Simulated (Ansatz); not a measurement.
Runs of Ansatz 0.2.0 on PtSe. It takes space group F-43m (No. 216, cubic). The conventional cell has a = 6.075 Å, b = 6.075 Å, c = 6.075 Å, α = 90.00°, β = 90.00°, γ = 90.00°. Around Pt (site symmetry -43m) lie 4 Se at 2.63 Å. Se (site symmetry -43m) is surrounded by 4 Pt at 2.63 Å. The cell comes from a database or a generator and needn't be the stable form of this composition.

```tsv
level	gap on the mesh (eV)	pressure (GPa)	relaxed volume (Å³/atom)
r2SCAN+D4	none	0.0	22.24
r2SCAN+rVV10	none	0.0	22.18
r2SCAN	none	0.0	22.46
r2SCAN+D3(BJ)-ATM	none	0.0	(b)
r2SCAN+D3(BJ)	none	0.0	(a)
```

Alike in all rows: task relaxation of cell and atoms; potentials or basis Ansatz PAW; no spin polarisation; cell relaxed; k mesh 8 × 8 × 8; cutoff (eV) 500; smearing fermi-dirac 0.05 eV.

Fill in the values left out.

(a) 22.15; (b) 22.25.

Caveats: the volume moved by over 15 % at a fixed basis, so the end points are rough; the plane-wave basis is chosen anew once the cell has moved, so the energies of steps on either side of that aren't comparable; the PAW data sets come from PBE, with cores solved anew for the run's functional, which leaves a small shift of forces and pressure; pairwise dispersion overbinds metals, which lowers pressure and volume (some runs); the dispersion damping was fitted for another functional or another form of the correction (some runs).

A k mesh can miss the band edges, and the runs leave out spin-orbit coupling on Pt, Se.

A gap of «none» marks a metal or a gap under the smearing width.
